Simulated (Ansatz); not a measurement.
Working through a rigid scan of one bond angle of BFGeH₄S, SMILES F[BH][GeH2][SH]

Program: Ansatz 0.2.0 through its Python package.

Notebook, run cell by cell (the value of a cell's last expression is shown):

In [1]:
```python
import ansatz as az
from ase import Atoms
```

In [2]:
```python
atoms = Atoms(["F", "B", "Ge", "S", "H", "H", "H", "H"], positions=[
    [-1.5206, -1.5793, 0.5598],
    [-0.8527, -0.3884, 1.0443],
    [0.2326, 0.7297, -0.2292],
    [1.9076, -0.5369, -1.1381],
    [-0.9039, -0.1092, 2.1725],
    [-0.6431, 1.3273, -1.3289],
    [0.9601, 1.8874, 0.5744],
    [0.9121, -1.3876, -1.7108],
])
```

In [3]:
```python
# relax first, so that the scan starts from a minimum
first = (
    az.Crystal.molecule_from_ase(atoms).calculation()
    .basis(gaussian="def2-SVP")
    .functional("pbe0")
    .relax(force_tolerance=0.02, max_steps=80)
)
atoms.positions = first.run().report["positions_ang"]
```

In [4]:
```python
rows = []
for angle in [85, 95, 105, 115, 125, 140, 160]:
    bent = atoms.copy()
    bent.set_angle(2, 3, 7, angle, indices=[7])
    job = (
        az.Crystal.molecule_from_ase(bent).calculation()
        .basis(gaussian="def2-SVP")
        .correlation("mp2")
    )
    rows.append((angle, job.run().report["free_energy_ev"]))
floor = min(e for _, e in rows)
for angle, e in rows:
    print(f"angle Ge2-S3-H7 = {angle:3d} deg   {1000 * (e - floor):9.1f} meV")
```
```text
angle Ge2-S3-H7 =  85 deg        35.6 meV
angle Ge2-S3-H7 =  95 deg         0.0 meV
angle Ge2-S3-H7 = 105 deg        75.9 meV
angle Ge2-S3-H7 = 115 deg       251.1 meV
angle Ge2-S3-H7 = 125 deg       511.2 meV
angle Ge2-S3-H7 = 140 deg      1018.6 meV
angle Ge2-S3-H7 = 160 deg      1745.4 meV
```

What to keep in mind:
- The scan is rigid, and the energies are electronic, in a modest basis. The zero is the lowest point of the grid, which needn't be the minimum.
- The start is relaxed with a density functional and scanned with the wavefunction method, so it isn't exactly that method's minimum.
- It ran for 67 s on 1 thread of Arm Neoverse V1, on a shared host, peak memory 0.29 GiB.
